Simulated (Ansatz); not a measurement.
# Cs2BeVF6: the cost of one run

Program: Ansatz 0.2.0. Level of theory: reference: DFT r2SCAN, plane waves, PAW, scalar-relativistic, no spin polarisation. These are calculated values, not measurements.

## (1) The structure to begin with

Symmetry: Fm-3m, No. 225, cubic system. Conventional cell: a = 8.620 Å, b = 8.620 Å, c = 8.620 Å, α = 90.00°, β = 90.00°, γ = 90.00°. F (site symmetry 4mm) is surrounded by 1 V at 1.85 Å and 1 Be at 2.46 Å. Around Be (site symmetry m-3m) lie 6 F at 2.46 Å. V (site symmetry m-3m) has 6 F at 1.85 Å as nearest neighbours. Around Cs (site symmetry -43m) lie 12 F at 3.06 Å.

Coordinates:

```cif
data_structure
_symmetry_space_group_name_H-M 'Fm-3m'
_symmetry_Int_Tables_number 225
_cell_length_a 8.6196
_cell_length_b 8.6196
_cell_length_c 8.6196
_cell_angle_alpha 90.000
_cell_angle_beta 90.000
_cell_angle_gamma 90.000
_cell_volume 640.41
loop_
_atom_site_label
_atom_site_type_symbol
_atom_site_symmetry_multiplicity
_atom_site_Wyckoff_symbol
_atom_site_fract_x
_atom_site_fract_y
_atom_site_fract_z
_atom_site_occupancy
F1 F 24 e 0.21500 0.00000 0.00000 1
Be1 Be 4 b 0.50000 0.00000 0.00000 1
V1 V 4 a 0.00000 0.00000 0.00000 1
Cs1 Cs 8 c 0.25000 0.75000 0.75000 1
```

## (2) Baseline

Input file input.yaml:

```yaml
crystal:
  lattice:
    - [0.0, 4.3098, 4.3098]
    - [4.3098, 0.0, 4.3098]
    - [4.3098, 4.3098, 0.0]
  atoms:
    - { symbol: F, position: [0.785, 0.215, 0.215] }
    - { symbol: F, position: [0.215, 0.785, 0.215] }
    - { symbol: F, position: [0.215, 0.785, 0.785] }
    - { symbol: F, position: [0.785, 0.215, 0.785] }
    - { symbol: F, position: [0.215, 0.215, 0.785] }
    - { symbol: F, position: [0.785, 0.785, 0.215] }
    - { symbol: Be, position: [0.5, 0.5, 0.5] }
    - { symbol: V, position: [0.0, 0.0, 0.0] }
    - { symbol: Cs, position: [0.25, 0.25, 0.25] }
    - { symbol: Cs, position: [0.75, 0.75, 0.75] }
  symmetry: { tolerance: 0.0003 }
kpoints:
  mp_grid: { grid: [4, 4, 4], shift: [0, 0, 0] }
magnetization:
  spin_polarized: false
scf:
  occupations: { method: fermi_dirac }
hamiltonian:
  pseudopotentials: { kind: paw }
  xc: r2scan
basis:
  ecutwfc: 500
output:
  forces: true
  stress: true
  eigenvalues: true
  write_density: true
  write_potential: true
  elf: true
  volumetric_format: npy
```

On the command line:

```bash
ansatz run input.yaml --threads 1 --pin off --max-ram 2560MiB --backend cpu --events-out ev --progress --plain --runs-dir out
```

What time and memory should one allow on 1 thread of an x86-64 CPU, shared host?

About 6.2 s, with a peak of 0.91 GiB.
